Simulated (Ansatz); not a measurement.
# Cr: the cost of one run

Computed with Ansatz 0.2.0 (DFT r²SCAN, scalar-relativistic, plane waves, PAW (the target; the first runs use scalar-relativistic PBE), unless a step's input says otherwise).

## Step 1: The structure to begin with

It takes space group Im-3m (No. 229, cubic). Conventional cell: a = 2.880 Å, b = 2.880 Å, c = 2.880 Å, α = 90.00°, β = 90.00°, γ = 90.00°. Cr (site symmetry m-3m) has 8 Cr at 2.49 Å as nearest neighbours.

Coordinates:

```xyz
1
Lattice="-1.4400 1.4400 1.4400 1.4400 -1.4400 1.4400 1.4400 1.4400 -1.4400" Properties=species:S:1:pos:R:3 pbc="T T T"
Cr    0.0000    0.0000    0.0000
```

Starting moments: Cr 2.00 μB.

## Step 2: At the starting volume (PBE, 10×10×10 mesh)

File input.yaml:

```yaml
crystal:
  lattice:
    - [-1.44, 1.44, 1.44]
    - [1.44, -1.44, 1.44]
    - [1.44, 1.44, -1.44]
  atoms:
    - { symbol: Cr, position: [0.0, 0.0, 0.0], spin: 2.0 }
basis:
  ecutwfc: 420
  ecutrho_ratio: 4
kpoints:
  mp_grid: { grid: [10, 10, 10] }
hamiltonian:
  xc: pbe
scf:
  occupations: { method: gaussian, width: 0.05 }
output:
  forces: true
  stress: true
  eigenvalues: true
  populations: true
magnetization:
  spin_polarized: true
```

Q: Estimate wall time and peak memory on 2 threads of an Arm CPU, shared host.

About 1.8 s, with a peak of 0.27 GiB.
